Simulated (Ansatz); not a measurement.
# Cl2FH3W: the cost of one run

Program: Ansatz 0.2.0. Level of theory: RHF/def2-SVP. These are calculated values, not measurements.

## 1. The system as given

Bond lengths: W1–Cl2 2.390 Å, W1–F3 1.850 Å, W1–Cl4 2.390 Å, W1–H5 1.720 Å, W1–H6 1.720 Å, W1–H7 1.720 Å. Angles (14 of 15 angles, heavy atoms first): Cl2–W1–F3 90.0°, Cl2–W1–Cl4 90.0°, F3–W1–Cl4 90.0°, Cl2–W1–H5 90.0°, Cl2–W1–H6 90.0°, Cl2–W1–H7 180.0°, F3–W1–H5 180.0°, F3–W1–H6 90.0°, F3–W1–H7 90.0°, Cl4–W1–H5 90.0°, Cl4–W1–H6 180.0°, Cl4–W1–H7 90.0°, H5–W1–H6 90.0°, H5–W1–H7 90.0°.

As a file:

```xyz
7

W     0.0000    0.0000    0.0000
Cl    0.0000    0.0000    2.3900
F     1.8500    0.0000    0.0000
Cl    0.0000    2.3900    0.0000
H    -1.7200    0.0000    0.0000
H     0.0000   -1.7200    0.0000
H     0.0000    0.0000   -1.7200
```

## 2. Preparing the start

input.yaml

```yaml
crystal:
  periodic: [false, false, false]
  atoms:
    - { symbol: W, position_ang: [0.0, 0.0, 0.0] }
    - { symbol: Cl, position_ang: [0.0, 0.0, 2.39] }
    - { symbol: F, position_ang: [1.85, 0.0, 0.0] }
    - { symbol: Cl, position_ang: [0.0, 2.39, 0.0] }
    - { symbol: H, position_ang: [-1.72, 0.0, 0.0] }
    - { symbol: H, position_ang: [0.0, -1.72, 0.0] }
    - { symbol: H, position_ang: [0.0, 0.0, -1.72] }
basis:
  gaussian: { orbitals: def2-SVP }
hamiltonian:
  xc: hf
relax:
  f_tol: 0.02
  max_steps: 40
```

Run with:

```sh
ansatz run input.yaml --threads 1 --pin off --max-ram 2048MiB --backend cpu --events-out ev --progress --plain --runs-dir out
```

What time and memory should one allow on 1 thread of Arm Neoverse V2, shared host?

About 21 s, with a peak of 0.19 GiB.
